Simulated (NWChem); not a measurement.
# TiH4O4 (SMILES O[Ti](O)(O)O) at PBE0/def2-SVP

What is the energy change on altering one bond length of TiH4O4 at PBE0/def2-SVP? 

The results are computed with NWChem 7.3.0.

6 further runs of the same task are left out: 2 that didn't finish, 4 set aside as unsound or not needed.

### 1 The molecule

The species is TiH4O4 (9 atoms), meant as a singlet with charge 0. As SMILES, `O[Ti](O)(O)O`. The shape is that of a PBE0-D4/def2-TZVP optimisation. This is one conformer, not always the lowest.

Bond lengths: O1–Ti2 1.801 Å, Ti2–O3 1.801 Å, Ti2–O4 1.801 Å, Ti2–O5 1.801 Å, O1–H6 0.958 Å, O3–H7 0.958 Å, O4–H8 0.958 Å, O5–H9 0.958 Å. Angles: O1–Ti2–O3 108.5°, O1–Ti2–O4 109.9°, O1–Ti2–O5 110.0°, O3–Ti2–O4 110.0°, O3–Ti2–O5 109.9°, O4–Ti2–O5 108.5°, Ti2–O1–H6 129.5°, Ti2–O3–H7 129.5°, Ti2–O4–H8 129.5°, Ti2–O5–H9 129.6°.

### 2 Energy and forces at PBE0/def2-SVP

a.nw

```
start a
title "H4O4Ti"
memory 2200 mb

geometry noautosym nocenter noautoz
  O       -0.125250       1.268390      -1.272730
  Ti       0.000070       0.000090      -0.000050
  O        1.651710      -0.715310      -0.066120
  O       -1.235630      -1.279200      -0.283830
  O       -0.290490       0.726280       1.622320
  H       -0.813470       1.413950      -1.922910
  H        2.270980      -0.885970       0.644480
  H       -1.123140      -2.176250      -0.600550
  H       -0.334770       1.648010       1.879390
end

basis "ao basis" spherical bse
  O library def2-SVP
  Ti library def2-SVP
  H library def2-SVP
end

dft
  xc pbe0
  grid fine
  convergence energy 1e-08
  maxiter 100
  mulliken
end

task dft gradient
```

Run with:

```
$ nwchem a.nw > a.out
```

The program printed:

```text
[...]
          Wavefunction type:  closed shell.
          No. of atoms     :     9
          No. of electrons :    58
[...]
          Charge           :     0
          Spin multiplicity:     1
[...]
          AO basis - number of functions:   107
[...]
              XC Information
              --------------
                         PBE0 Method XC Functional
                     Hartree-Fock (Exact) Exchange  0.250
          PerdewBurkeErnzerhof Exchange Functional  0.750
            Perdew 1991 LDA Correlation Functional  1.000 local
           PerdewBurkeErnz. Correlation Functional  1.000 non-local
[...]
 d= 0,ls=0.0,diis     1  -1151.6254793525 -1.48D+03  4.18D-02  3.51D+00     4.8
[...]
 d= 0,ls=0.0,diis    11  -1152.1164957154 -2.59D-09  3.77D-07  2.54D-09    41.6
         Total DFT energy =    -1152.116495715444
      One electron energy =    -2233.474963584442
           Coulomb energy =      831.448444633977
    Exchange-Corr. energy =      -77.425093611533
 Nuclear repulsion energy =      327.335116846553
[...]
      Total Density - Mulliken Population Analysis
     ---------------------------------------------
    Atom       Charge   Shell Charges
 -----------   ------   -------------------------------------------------------
    1 O    8     8.48   1.99  1.06  0.70  2.86  1.87  0.01
    2 Ti  22    20.88   2.00  2.00  2.01  0.19 -0.01  6.00  6.04  0.55  1.24  0.79  0.08
    3 O    8     8.48   1.99  1.06  0.70  2.86  1.87  0.01
    4 O    8     8.48   1.99  1.06  0.70  2.86  1.87  0.01
    5 O    8     8.48   1.99  1.06  0.70  2.86  1.87  0.01
    6 H    1     0.80   0.68  0.06  0.07
    7 H    1     0.80   0.68  0.06  0.07
    8 H    1     0.80   0.68  0.06  0.07
    9 H    1     0.80   0.68  0.06  0.07
[...]
  wavefunction    = closed shell
                         DFT ENERGY GRADIENTS
    atom               coordinates                        gradient
                 x          y          z           x          y          z
   1 O      -0.236688   2.396910  -2.405111   -0.003702   0.006329  -0.008719
   2 Ti      0.000132   0.000170  -0.000094    0.000000   0.000004   0.000011
   3 O       3.121279  -1.351740  -0.124949    0.010268  -0.003953   0.002959
   4 O      -2.335002  -2.417337  -0.536361   -0.005028  -0.009817  -0.002673
   5 O      -0.548947   1.372470   3.065740   -0.001540   0.007446   0.008424
   6 H      -1.537235   2.671978  -3.633773    0.002985  -0.000209   0.002364
   7 H       4.291530  -1.674241   1.217891   -0.002107   0.000530  -0.003135
   8 H      -2.122427  -4.112516  -1.134875   -0.000922   0.003403   0.001305
   9 H      -0.632624   3.114287   3.551532    0.000047  -0.003732  -0.000535
[...]
```

Wall time 51 s (1 thread of Intel Xeon Platinum 8259CL at 2.50GHz (Skylake/Cascade Lake), shared host); peak memory 0.14 GiB.

### 3 The distorted shape: the energy at PBE0/def2-SVP

geom.xyz

```xyz
9

O     -0.187912     1.902563    -1.909093
Ti     0.000070     0.000090    -0.000050
O      1.651710    -0.715310    -0.066120
O     -1.235630    -1.279200    -0.283830
O     -0.290490     0.726280     1.622320
H     -0.876132     2.048123    -2.559273
H      2.270980    -0.885970     0.644480
H     -1.123140    -2.176250    -0.600550
H     -0.334770     1.648010     1.879390
```

run.py

```python
from ase.io import read
from ase.calculators.nwchem import NWChem

mol = read('geom.xyz')

calc = NWChem(
    label='geom',
    theory='dft',
    memory='2200 mb',
    basis='def2-SVP',
    basispar='spherical bse',
    dft={'xc': 'pbe0', 'mult': '1', 'grid': 'fine', 'convergence': 'energy 1e-08', 'iterations': '100', 'mulliken': None},
    task='energy',
)
mol.calc = calc

e = mol.get_potential_energy()
print(f"E = {e:.6f} eV")
print("dipole (e A):", mol.get_dipole_moment().round(4))
```

Run with:

```
$ export ASE_NWCHEM_COMMAND="nwchem PREFIX.nwi > PREFIX.nwo"
$ python run.py
```

The program printed:

```text
E = -31347.357604 eV
dipole (e A): [ 0.1259 -0.5536  0.5989]
```

The calculator wrote geom.nwi:

```
title "geom"

permanent_dir geom

scratch_dir geom

start geom

geometry units angstrom nocenter noautosym noautoz
  O  -1.8791200000000000e-01 1.9025630000000000e+00 -1.9090929999999999e+00
  Ti 6.9999999999999994e-05 9.0000000000000006e-05 -5.0000000000000002e-05
  O  1.6517100000000000e+00 -7.1531000000000000e-01 -6.6119999999999998e-02
  O  -1.2356300000000000e+00 -1.2791999999999999e+00 -2.8383000000000003e-01
  O  -2.9049000000000003e-01 7.2628000000000004e-01 1.6223200000000000e+00
  H  -8.7613200000000002e-01 2.0481229999999999e+00 -2.5592730000000001e+00
  H  2.2709800000000002e+00 -8.8597000000000004e-01 6.4448000000000005e-01
  H  -1.1231400000000000e+00 -2.1762500000000000e+00 -6.0055000000000003e-01
  H  -3.3477000000000001e-01 1.6480100000000000e+00 1.8793899999999999e+00
end

memory 2200 mb

basis spherical bse noprint
   * library def2-SVP
end

dft
  xc pbe0
  mult 1
  grid fine
  convergence energy 1e-08
  iterations 100
  mulliken
end

task dft energy
```

geom.nwo (excerpt; [...] marks lines left out):

```text
[...]
         Total DFT energy =    -1151.994153328438
      One electron energy =    -2178.425322262963
           Coulomb energy =      803.316384809464
    Exchange-Corr. energy =      -77.278024933829
 Nuclear repulsion energy =      300.392809058890
[... 5 lines left out ...]
                       DFT Final Molecular Orbital Analysis
[... 757 lines left out ...]
[...]
      Total Density - Mulliken Population Analysis
     ---------------------------------------------
    Atom       Charge   Shell Charges
 -----------   ------   -------------------------------------------------------
    1 O    8     8.57   1.99  1.07  0.77  2.76  1.99  0.01
    2 Ti  22    20.86   2.00  2.00  2.01  0.26 -0.01  6.00  6.04  0.51  1.25  0.76  0.06
    3 O    8     8.45   1.99  1.07  0.70  2.85  1.84  0.01
[... 5 lines of this table left out ...]
    9 H    1     0.78   0.66  0.05  0.07
[...]
```

It took 73 s on 1 thread of Intel Xeon Platinum 8259CL at 2.50GHz (Skylake/Cascade Lake), shared host; peak memory 0.12 GiB.

### 4 Results

At PBE0/def2-SVP:

| quantity | value |
| --- | --- |
| first shape: total energy | -1152.11650 Eh |
| first shape: dipole moment | 0.00 D |
| first shape: HOMO energy | -8.58 eV |
| first shape: LUMO energy | -0.87 eV |
| first shape: HOMO–LUMO gap | 7.72 eV |
| first shape: largest force on an atom | 0.586 eV/Å |
| distorted shape: total energy | -1151.99415 Eh |
| distorted shape: dipole moment | 3.96 D |
| distorted shape: HOMO energy | -5.78 eV |
| distorted shape: LUMO energy | -2.54 eV |
| distorted shape: HOMO–LUMO gap | 3.24 eV |
| energy change with the O1–Ti2 bond stretched from 1.801 to 2.702 Å | 3.329 eV |

What this shows: With the O1–Ti2 bond stretched from 1.801 to 2.702 Å the energy rises by 3.33 eV (77 kcal/mol). The first shape isn't relaxed at this level, so the change isn't measured from a minimum. A restricted reference can't describe the breaking bond well at this length. The largest force (first shape) is 0.59 eV/Å: the shape isn't a stationary point for this species at this level.
